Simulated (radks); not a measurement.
**Sb³⁹⁺ in [He] 2s1.75 2p6 3s2 3d0.25: an all-electron calculation**

An exercise on one series of results from a longer session: the logs are not shown, and one member is left open.

The numbers are computed with radks (a radial shooting solver on a logarithmic mesh, Libxc functionals) version 1 (scalar-relativistic Kohn-Sham, PBE, spin-unpolarised, spherical densities, finite nucleus), except any that are marked as measured or tabulated.

## The atom as given

* element: antimony (Z = 51)
* charge: +39
* electrons: 12
* configuration: [He] 2s1.75 2p6 3s2 3d0.25
* nuclear rms radius: 4.6802 fm

Set-up of the first run:

Settings of this run:

```text
Z 51
configuration [He] 2s1.75 2p6 3s2 3d0.25 3p0 4s0 4d0 4f0
relativity scalar-relativistic
functional pbe,pbe
spin unpolarised
nucleus finite rms 4.6802 fm
c 137.035999084
```

The run is started by

```bash
python run_ks.py task.json out
```

This one command runs every case of the session in turn.

One table of the session follows, with a row left open; its other results are not shown here.

It belongs to the step «Radial structure». Radial moments (bohr):

```
level      <r>  outermost maximum (interpolated)  90 % within  nodes
   1s  0.02840                            0.0183       0.0510      0
   2s   0.1204                             0.103        0.185      1
   2p   0.1048                            0.0821        0.170      0
   3s   0.2902                             0.276        0.420      2
   3p        ?                                 ?            ?      ?
   3d   0.2464                             0.209        0.374      0
   4s   0.5365                             0.543        0.754      3
   4d   0.5049                             0.508        0.731      1
   4f   0.4430                             0.393        0.642      0
```

Q: Estimate the row for 3p from the others.

**Answer.** <r>: 0.2805; outermost maximum (interpolated): 0.265; 90 % within: 0.414; nodes: 1. In the column «<r>» it lies between 3d (0.2464) and 3s (0.2902).
